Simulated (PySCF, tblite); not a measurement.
# C8H13O2−: geometry, infrared bands and NMR shifts

What infrared bands and NMR shifts should C8H13O2− (`CC/C=C(\CC)CC(=O)[O-]`) show?

Programs: tblite 0.8.0 and PySCF 2.14.0, with density-fitted response routines of our own. Each step states its level of theory. These are calculated values for one molecule in the gas phase, unless marked as measured. Atoms count from 0, in the outputs and in this text.

## (1) The molecule as given

23 atoms, charge -1, multiplicity 1; geometry from: force field or distance geometry start.

Bonds of the start (Å): C0–C1 1.53, C1–C2 1.49, C2–C3 1.37, C3–C4 1.50, C4–C5 1.52, C3–C6 1.53, C6–C7 1.53, C7–O8 1.27, C7–O9 1.27, C0–H10 1.10, C0–H11 1.10, C0–H12 1.08, C1–H13 1.08, C1–H14 1.11, C2–H15 1.09, C4–H16 1.10, C4–H17 1.10, C5–H18 1.10, C5–H19 1.09, C5–H20 1.09, C6–H21 1.10, C6–H22 1.10.

## (2) Optimising the geometry with GFN2-xTB

Job settings and geometry (Å):

```
{"job": {"kind": "relax", "xc": "GFN2-xTB", "basis": "xTB"}, "charge": -1, "multiplicity": 1}
C      2.909500    -0.887300    -0.341500
C      2.117600     0.160500     0.438700
C      0.812400    -0.388400     0.918100
C     -0.424200    -0.099700     0.416500
C     -0.683400     0.798600    -0.751500
C     -1.203200     2.168200    -0.340500
C     -1.654000    -0.732700     1.060300
C     -2.437800    -1.635900     0.113000
O     -3.444800    -1.102700    -0.437400
O     -2.026300    -2.830000     0.010200
H      2.356700    -1.182000    -1.247400
H      3.078400    -1.786800     0.259700
H      3.866700    -0.478700    -0.634100
H      2.010400     1.062700    -0.154300
H      2.700900     0.460300     1.331700
H      0.867400    -1.082000     1.760900
H      0.226600     0.939300    -1.353100
H     -1.399200     0.328700    -1.444700
H     -0.493200     2.671300     0.340500
H     -2.158900     2.096800     0.178000
H     -1.337300     2.812600    -1.213400
H     -1.383100    -1.331400     1.944500
H     -2.305900     0.065400     1.452700
```

On the command line:

```
> OMP_NUM_THREADS=1 python probes_run.py task.json out
```

The driver reads the jobs from task.json and runs them one after another.

**Question.** This job is followed by: GFN2-xTB harmonic vibrations, gas phase; GIAO PBE0/pcSseg-1 NMR shielding, non-relativistic, gas phase. Predict these results of the whole session: strongest single infrared mode (GFN2-xTB); zero-point energy (GFN2-xTB); ¹³C shifts against TMS (PBE0/pcSseg-1); ¹H shifts against TMS (PBE0/pcSseg-1, means over atoms taken as alike); ¹⁷O shifts against H2O (PBE0/pcSseg-1, means over atoms taken as alike).

**Answer**, as computed:

| quantity | value |
| --- | --- |
| strongest single infrared mode (GFN2-xTB) | 1820 cm⁻¹, 635 km/mol |
| zero-point energy (GFN2-xTB) | 120.7 kcal/mol |
| ¹³C shifts against TMS (PBE0/pcSseg-1) | 167.7, 157.2, 117.3, 58.7, 26.9, 23.7, 18.8, 16.9 ppm |
| ¹H shifts against TMS (PBE0/pcSseg-1, means over atoms taken as alike) | 5.08, 3.27, 2.51, 1.98, 0.88, 0.79 ppm |
| ¹⁷O shifts against H2O (PBE0/pcSseg-1, means over atoms taken as alike) | 336.4 ppm |

What this shows: The optimisation took 79 steps and gained 0.326 eV; among the close pairs (by a distance rule), C6–C7 changed most, from 1.526 to 1.625 Å. All 63 modes are real, so the xTB geometry is a minimum. The strongest single mode, at 1820 cm⁻¹, moves mainly C7. Unscaled tight-binding wavenumbers are off by several per cent, some by more. Its intensities can rank the bands wrongly. At PBE0/pcSseg-1: The widest tensor belongs to O8, O9: span 383 ppm, with a paramagnetic part of -407 ppm.
